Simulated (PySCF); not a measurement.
# C₄H₁₁NP₂: magnetic properties

Aim: compute the magnetic properties of C₄H₁₁NP₂ (`NP1CCPCC1`).

Computed with PySCF 2.14.0 and routines of our own; the level stands in each step. Atoms count from 0.

## 1. The system as given

18 atoms, charge 0, multiplicity 1; geometry from: GFN2-xTB.

## 2. Magnetic properties: GIAO B97-2/pcSseg-1

Job settings and geometry (Å):

```
{"job": {"kind": "mag", "xc": "B97-2", "basis": "pcSseg-1", "isotopologues": 2}, "charge": 0, "multiplicity": 1}
N      2.447097    -0.737445     0.547971
P      1.167885    -0.505500    -0.581411
C     -0.143552    -1.369652     0.416376
C     -1.534219    -0.983865    -0.072997
P     -1.946646     0.751182     0.462219
C     -0.644016     1.616646    -0.548602
C      0.746283     1.229835    -0.059155
H      2.735191    -1.712807     0.552670
H      3.257853    -0.188335     0.273384
H     -0.004113    -1.109053     1.470510
H      0.009163    -2.448707     0.305115
H     -2.287498    -1.651514     0.357174
H     -1.588037    -1.062072    -1.163589
H     -2.980511     0.935082    -0.468174
H     -0.799892     2.694476    -0.437737
H     -0.758659     1.358987    -1.606367
H      1.498013     1.899717    -0.490654
H      0.816899     1.289342     1.031610
```

Method: GIAO B97-2/pcSseg-1 magnetisability, rotational g tensor and spin-rotation constants, non-relativistic, gas phase.

Started as:

```
> OMP_NUM_THREADS=1 python excited_run.py task.json out
```

The driver reads the jobs from task.json and runs them one after another.

What it wrote:

```text
coarse grid: 15480 points
cycle   1  E = -896.3188744023  dE =  6.986e-01  |g| = 4.939e-01  |ddm| = 3.933e+00
cycle   2  E = -896.2770725377  dE =  4.180e-02  |g| = 6.487e-01  |ddm| = 1.025e+00
cycle   3  E = -896.3786455376  dE = -1.016e-01  |g| = 4.813e-02  |ddm| = 6.528e-01
cycle   4  E = -896.3792588973  dE = -6.134e-04  |g| = 1.014e-02  |ddm| = 9.987e-02
cycle   5  E = -896.3792873759  dE = -2.848e-05  |g| = 3.065e-03  |ddm| = 2.336e-02
cycle   6  E = -896.3792896187  dE = -2.243e-06  |g| = 1.233e-03  |ddm| = 5.664e-03
final grid: 138768 points
cycle   7  E = -896.4086592712  dE = -6.531e-05  |g| = 3.367e-03  |ddm| = 3.210e-02
cycle   8  E = -896.4086584125  dE =  8.587e-07  |g| = 3.222e-03  |ddm| = 6.242e-03
cycle   9  E = -896.4086607520  dE = -2.339e-06  |g| = 1.031e-03  |ddm| = 4.425e-03
cycle  10  E = -896.4086609904  dE = -2.385e-07  |g| = 2.063e-04  |ddm| = 1.180e-03
cycle  11  E = -896.4086610005  dE = -1.006e-08  |g| = 4.975e-05  |ddm| = 2.976e-04
cycle  12  E = -896.4086610010  dE = -4.943e-10  |g| = 1.387e-05  |ddm| = 5.212e-05
converged SCF energy = -896.4086610010

Magnetisability tensor (1e-30 J/T^2)
    -1582.65       19.14      -32.55
       19.14    -1510.89       27.71
      -32.55       27.71    -1418.71
isotropic -1504.08   principal values   -1595.90  -1509.40  -1406.95
isotropic susceptibility -90.578 1e-6 cm^3/mol

Inertial axes            a          b          c
rot. const./GHz      3.2494     1.3280     1.0714
chi total           -95.303    -90.898    -85.533
chi diamagnetic    -516.295   -999.603  -1228.397
chi paramagnetic    420.992    908.705   1142.864
quadrupole/D A        4.799      5.968    -10.767
g nuclear            0.6257     0.5569     0.5694
g electronic        -0.6427    -0.5669    -0.5753
g total             -0.0169    -0.0101    -0.0059

Spin-rotation constants (kHz, H = +C I.J)
atom  isotope        aa         bb         cc
  0    14N        0.174      0.036      0.050
  1    31P        5.280      2.524      1.559
  4    31P        4.262      1.790      1.405
  7     1H       -0.229     -0.059     -0.137
  8     1H       -0.229     -0.059     -0.137
  9     1H       -0.364     -0.148      0.034
 10     1H       -0.257      0.014     -0.121
 11     1H       -0.256     -0.004     -0.114
 12     1H       -0.351     -0.137      0.031
 13     1H       -0.072     -0.139     -0.036
 14     1H       -0.256     -0.004     -0.114
 15     1H       -0.351     -0.136      0.031
 16     1H       -0.257      0.014     -0.121
 17     1H       -0.364     -0.148      0.034
  2    13C*       0.570      0.251      0.157
  3    13C*       0.488      0.187      0.150
* in the singly substituted isotopologue

Isotopologues: g along a, b, c
2H    at 7,8,9,10,11,12    -0.0136    -0.0090    -0.0051
15N   at 0                 -0.0169    -0.0099    -0.0058
```

It took 50 s on 1 thread of Arm Neoverse V1, shared host; peak memory 0.84 GiB.

From this job:

```tsv
quantity	value
magnetisability	-1504·10⁻³⁰ J/T²
molar susceptibility	-90.6·10⁻⁶ cm³/mol
rotational g (a, b, c)	-0.0169, -0.0101, -0.0059
```

Orbitals, density, ELF and potential are computed afterwards from the orbital file.

Frontier orbitals at B97-2/pcSseg-1, with the share of their density that lies nearest to each atom:

```tsv
orbital	energy (eV)	lies on
HOMO	-5.70	P1 46 %; N0 26 %
LUMO	0.65	P1 23 %; H7, H8 about 10 % each; N0 8 %
```

ELF in a plane through or near 10 of the atoms.

Ten even steps from '0' (0.00) to '9' (1.00):
```
0000000000000000000000000000
0000000000000000000000000000
0000000000000000000000000000
0000000000478300488400000000
0000000002899701899910000000
0000000001899833999810000000
0000154100488566698400000000
0000899820151687625100100000
0000799963278655797479982000
0000268537446411563799996000
0000268437446411564699996000
0001799963278655797479983000
0000799820152677335100100000
0000144100488566698400000000
0000000001899823999820000000
0000000002899701899920000000
0000000000487300488400000000
0000000000000000000000000000
0000000000000000000000000000
0000000000000000000000000000
```
The map spans 11.5 Å across and 9.9 Å up, centred on the molecule. Atoms in the plane (x, y in Å): N0 (-2.6, 0.0), C2 (-0.3, -1.4), C3 (1.2, -1.4), C5 (1.2, 1.4), C6 (-0.3, 1.4), H7 (-3.2, -0.8), H8 (-3.2, 0.8), H11 (1.6, -2.3), H13 (3.2, 0.0), H14 (1.6, 2.3).

log10 of the density (e/Å³) in the same plane.

Values, 10 rows by 14 columns:
```
-4.0 -4.0 -4.0 -4.0 -4.0 -4.0 -4.0 -4.0 -4.0 -4.0 -4.0 -4.0 -4.0 -4.0
-4.0 -4.0 -4.0 -4.0 -3.9 -3.0 -2.6 -2.9 -2.7 -2.7 -3.4 -4.0 -4.0 -4.0
-4.0 -4.0 -4.0 -3.6 -2.8 -1.4 -0.7 -1.4 -0.9 -0.9 -2.1 -3.3 -4.0 -4.0
-4.0 -3.8 -2.4 -1.7 -1.9 -0.9  0.2 -0.1  0.2 -0.2 -1.7 -2.6 -3.4 -4.0
-4.0 -3.0 -1.2  0.2 -0.1 -0.5  0.0 -0.3  0.0 -0.2 -0.6 -1.0 -2.2 -3.6
-4.0 -2.9 -1.2  0.3  0.6 -0.3 -0.3 -0.8 -0.4 -0.2  0.0 -0.5 -1.9 -3.4
-4.0 -3.3 -1.5 -0.6 -1.0 -0.9  0.6  0.2  1.0 -0.2 -1.3 -1.9 -2.8 -4.0
-4.0 -4.0 -3.2 -2.7 -2.3 -0.9  0.1 -0.6 -0.1 -0.2 -1.7 -2.9 -4.0 -4.0
-4.0 -4.0 -4.0 -4.0 -3.2 -2.0 -1.5 -2.0 -1.6 -1.6 -2.6 -3.7 -4.0 -4.0
-4.0 -4.0 -4.0 -4.0 -4.0 -3.7 -3.4 -3.7 -3.5 -3.5 -4.0 -4.0 -4.0 -4.0
```
The map spans 11.5 Å across and 9.9 Å up, centred on the molecule. Atoms in the plane (x, y in Å): N0 (-2.6, 0.0), C2 (-0.3, -1.4), C3 (1.2, -1.4), C5 (1.2, 1.4), C6 (-0.3, 1.4), H7 (-3.2, -0.8), H8 (-3.2, 0.8), H11 (1.6, -2.3), H13 (3.2, 0.0), H14 (1.6, 2.3).

On the surface of density 0.002 e/bohr³ the electrostatic potential runs, from the 1st to the 99th percentile, from -1.36 V near N0 to 1.49 V near H8.

## 3. Magnetic properties: GIAO PBE0/3-21G in water

The job, as its differences from that of step 2:

```diff
@@ -1,2 +1,2 @@
-{"job": {"kind": "mag", "xc": "B97-2", "basis": "pcSseg-1", "isotopologues": 2}, "charge": 0, "multiplicity": 1}
+{"job": {"kind": "mag", "xc": "PBE0", "basis": "3-21G", "solvent": "water"}, "charge": 0, "multiplicity": 1}
 N      2.447097    -0.737445     0.547971
```

Level: GIAO PBE0/3-21G magnetisability, non-relativistic, IEF-PCM water.

What it wrote:

```text
coarse grid: 15480 points
cycle   1  E = -891.2752163767  dE =  2.643e-01  |g| = 3.850e-01  |ddm| = 4.188e+00
cycle   2  E = -891.2695002834  dE =  5.716e-03  |g| = 4.212e-01  |ddm| = 8.667e-01
cycle   3  E = -891.3112013467  dE = -4.170e-02  |g| = 2.769e-02  |ddm| = 4.642e-01
cycle   4  E = -891.3113586078  dE = -1.573e-04  |g| = 1.188e-02  |ddm| = 4.778e-02
cycle   5  E = -891.3113953679  dE = -3.676e-05  |g| = 2.966e-03  |ddm| = 2.138e-02
cycle   6  E = -891.3113973840  dE = -2.016e-06  |g| = 8.793e-04  |ddm| = 4.745e-03
final grid: 138768 points
cycle   7  E = -891.3410971343  dE = -2.165e-05  |g| = 8.670e-03  |ddm| = 2.796e-02
cycle   8  E = -891.3410891794  dE =  7.955e-06  |g| = 1.042e-02  |ddm| = 1.958e-02
cycle   9  E = -891.3411164906  dE = -2.731e-05  |g| = 1.940e-04  |ddm| = 1.104e-02
cycle  10  E = -891.3411165018  dE = -1.119e-08  |g| = 1.014e-04  |ddm| = 5.546e-04
cycle  11  E = -891.3411165047  dE = -2.930e-09  |g| = 3.611e-05  |ddm| = 1.920e-04
cycle  12  E = -891.3411165050  dE = -2.585e-10  |g| = 8.184e-06  |ddm| = 4.935e-05
converged SCF energy = -891.3411165050

Magnetisability tensor (1e-30 J/T^2)
    -1691.90       24.03      -43.43
       24.03    -1601.90       26.88
      -43.43       26.88    -1532.70
isotropic -1608.83   principal values   -1711.33  -1598.57  -1516.60
isotropic susceptibility -96.886 1e-6 cm^3/mol

Inertial axes            a          b          c
rot. const./GHz      3.2494     1.3280     1.0714
chi total          -101.889    -96.268    -92.502
chi diamagnetic    -515.861   -998.315  -1225.324
chi paramagnetic    413.972    902.047   1132.822
quadrupole/D A        6.777      6.495    -13.272
```

It took 14 s on 1 thread of Arm Neoverse V1, shared host; peak memory 0.58 GiB.

Key values:

```tsv
quantity	value
magnetisability	-1609·10⁻³⁰ J/T²
molar susceptibility	-96.9·10⁻⁶ cm³/mol
```

## 4. Summary of results

```
                                            quantity                      value
       magnetisability (step 2, GIAO B97-2/pcSseg-1)           -1504·10⁻³⁰ J/T²
  molar susceptibility (step 2, GIAO B97-2/pcSseg-1)         -90.6·10⁻⁶ cm³/mol
rotational g (a, b, c) (step 2, GIAO B97-2/pcSseg-1)  -0.0169, -0.0101, -0.0059
               surface potential, 1st and 99th percentile         -1.36 V and 1.49 V
```

The values above hold for this geometry and these levels alone. Vibrational averaging and real surroundings are missing from these values.
